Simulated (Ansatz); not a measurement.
# WSe2: the cost of one run

Method: DFT LDA, scalar-relativistic, plane waves, PAW, and further levels as typed in the inputs, in Ansatz 0.2.0.

### Step 1. The structure to begin with

The structure is trigonal, space group P-3m1 (No. 164). The conventional cell has a = 3.298 Å, b = 3.298 Å, c = 30.000 Å, α = 90.00°, β = 90.00°, γ = 120.00°. Around W (site symmetry 3m) lie 6 Se at 2.53 Å. Se (site symmetry 3m) has 3 W at 2.53 Å as nearest neighbours.

Structure file:

```
CELL_PARAMETERS angstrom
3.29841 0.00000 0.00000
-1.64921 2.85651 0.00000
0.00000 0.00000 30.00000
ATOMIC_POSITIONS crystal
W 0.33333 0.66667 0.60817
Se 0.66667 0.33333 0.66390
Se 0.66667 0.33333 0.55243
W 0.66667 0.33333 0.39183
Se 0.33333 0.66667 0.44757
Se 0.33333 0.66667 0.33610
```

### Step 2. Relaxing the atoms: W2Se4 sheet, no spin

Contents of input.yaml:

```yaml
crystal:
  lattice:
    - [3.29841, 0.0, 0.0]
    - [-1.649205, 2.8565068521, 0.0]
    - [0.0, 0.0, 30.0]
  atoms:
    - { symbol: W, position: [0.3333333333, 0.6666666667, 0.6081666667] }
    - { symbol: Se, position: [0.6666666667, 0.3333333333, 0.6639] }
    - { symbol: Se, position: [0.6666666667, 0.3333333333, 0.5524333333] }
    - { symbol: W, position: [0.6666666667, 0.3333333333, 0.3918333333] }
    - { symbol: Se, position: [0.3333333333, 0.6666666667, 0.4475666667] }
    - { symbol: Se, position: [0.3333333333, 0.6666666667, 0.3361] }
  periodic: [true, true, false]
scf:
  occupations: { method: fixed }
output:
  forces: true
  stress: false
  eigenvalues: true
  write_density: true
  write_potential: true
  elf: true
  volumetric_format: npy
kpoints:
  mp_grid: { grid: [12, 12, 1] }
relax:
  f_tol: 0.003
  max_steps: 60
hamiltonian:
  xc: lda
```

Run with:

```bash
$ ansatz run input.yaml --threads 8 --pin off --max-ram 22528MiB --backend cpu --events-out ev --progress --plain --runs-dir out
```

**Question.** How long does this run take on 8 threads of Arm Neoverse V1, shared host, and how much memory does it need?

About 35 s, with a peak of 1.3 GiB.
